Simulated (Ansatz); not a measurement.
Runs of Ansatz 0.2.0 on AlSn. The structure is hexagonal, space group P-6m2 (No. 187). Conventional cell: a = 4.198 Å, b = 4.198 Å, c = 3.307 Å, α = 90.00°, β = 90.00°, γ = 120.00°. Sn (site symmetry -6m2) is surrounded by 6 Al at 2.93 Å and 2 Sn at 3.31 Å. Al (site symmetry -6m2) is surrounded by 6 Sn at 2.93 Å and 2 Al at 3.31 Å. The cell comes from a database or a generator and needn't be the stable form of this composition.

```tsv
task	level	potentials or basis	k mesh	q mesh	points for each segment of the path	mesh quality	gap on the mesh (eV)	V0 of scaled cells (Å³/atom)	B0 (GPa)
single point	PBE	Ansatz PAW	7 × 7 × 8	-	-	not flagged	none	-	-
equation of state	PBE	Ansatz PAW soft_1	7 × 7 × 8	-	-	not flagged	-	(a)	50
phonons	PBE	Ansatz PAW	6 × 6 × 8	2 × 2 × 2	8	not flagged	none	-	-
equation of state	HSE06	Ansatz PAW	4 × 4 × 6	-	-	coarse	-	24.67	53
equation of state	PBE0	Ansatz PAW	4 × 4 × 4	-	-	coarse	-	(b)	54
```

Alike in all rows: no spin polarisation; cell as given; cutoff (eV) 420; smearing fermi-dirac 0.05 eV.

Q: Estimate the missing entries.

A: (a) 25.36; (b) 25.46.

Caveats: some runs use coarse meshes; the cell was scaled at fixed shape and fractional positions, which overstates the stiffness of a crystal with free parameters, most of all of layers and chains (some runs); the PAW data sets come from PBE, with cores solved anew for the run's functional, which leaves a small shift of forces and pressure (some runs); some modes are imaginary (some runs).

A k mesh can miss the band edges, and the runs leave out spin-orbit coupling on Sn.

A gap of «none» marks a metal or a gap under the smearing width.

Not every run made on this cell is shown here.
